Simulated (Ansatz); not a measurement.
CoBr, space group P6/mmm, a convergence test of the plane-wave cutoff

Program: Ansatz 0.2.0, Python API.

Run as a notebook:

**Cell 1**
```python
from dataclasses import dataclass
import warnings

import ansatz
import pandas as pd
```

**Cell 2**
```python
@dataclass(frozen=True)
class Settings:
    vdw: str = "d3bjatm"
    k_spacing: float = 0.2
    filling: str = "Fermi-Dirac"
```

**Cell 3**
```python
cfg = Settings()

warnings.simplefilter("ignore", ansatz.DeckWarning)

lattice = ansatz.Lattice.of(
    [3.497956, 0.0, 0.0],
    [-1.748978, 3.029319, 0.0],
    [0.0, 0.0, 4.502026],
)
sites = [
    ("Co", [0.0, 0.0, 0.0]),
    ("Br", [0.0, 0.0, 0.5]),
]
system = ansatz.Crystal(lattice=lattice)
for symbol, position in sites:
    system = system.atom(symbol, position)
system = system.moments(Co=2.5)
```

**Cell 4**
```python
[site.symbol for site in system.resolved().sites]
```
Output:
```text
['Co', 'Br']
```

**Cell 5**
```python
calculation = system.calculation()
calculation = calculation.spin(ansatz.SpinTreatment.COLLINEAR).functional(ansatz.Functional.PBE, dispersion=cfg.vdw)
calculation = calculation.hubbard("Co", "d", u_eff=3.0)
calculation = calculation.kpoints(spacing=cfg.k_spacing).occupations(cfg.filling, width=100 * ansatz.meV)
```

**Cell 6**
```python
rows = []
for value in [250, 325, 400, 475, 550]:
    rep = calculation.basis(value).run(threads=1, backend="cpu").report
    rows.append((value, rep["free_energy_ev"] / len(rep["lattice"]["sites"]), rep["n_iterations"], rep["magnetization_mub"], rep["n_pw"]))
```

**Cell 7**
```python
table = pd.DataFrame(rows, columns=["cutoff (eV)", "F/atom (eV)", "iterations", "moment (muB)", "plane waves"])
table.round(5)
```
Output:
```text
   cutoff (eV)  F/atom (eV)  iterations  moment (muB)  plane waves
0          250  -3951.91284           2       2.03020          437
1          325  -3953.76387           2       2.04595          625
2          400  -3953.83915           2       2.04806          879
3          475  -3953.84173           2       2.04803         1109
4          550  -3953.84290           2       2.04801         1409
```

**Cell 8**
```python
for row in rows[:-1]:
    shift = 1000 * (row[1] - rows[-1][1])
    print(f"{row[0]}: {shift:+.2f} meV/atom" + ("  (within 1 meV)" if abs(shift) < 1 else ""))
```
Output:
```text
250: +1930.06 meV/atom
325: +79.03 meV/atom
400: +3.75 meV/atom
475: +1.17 meV/atom
```

What to keep in mind:
- The magnetic order follows from the starting moments and needn't be the lowest.
- Dispersion corrections can be off by several per cent in the lattices of metals, and by several GPa in the pressure at a fixed cell.
- This cell is a computed structure, which may not be the phase found in nature.
- Shifts are counted from the last row, which is itself no proven limit.
- The script silences the warnings on its input, which a real study should read.
- Wall time of the script: 10 min on 1 thread of Arm Neoverse V2, with other jobs on the host, peak memory 1.1 GiB.
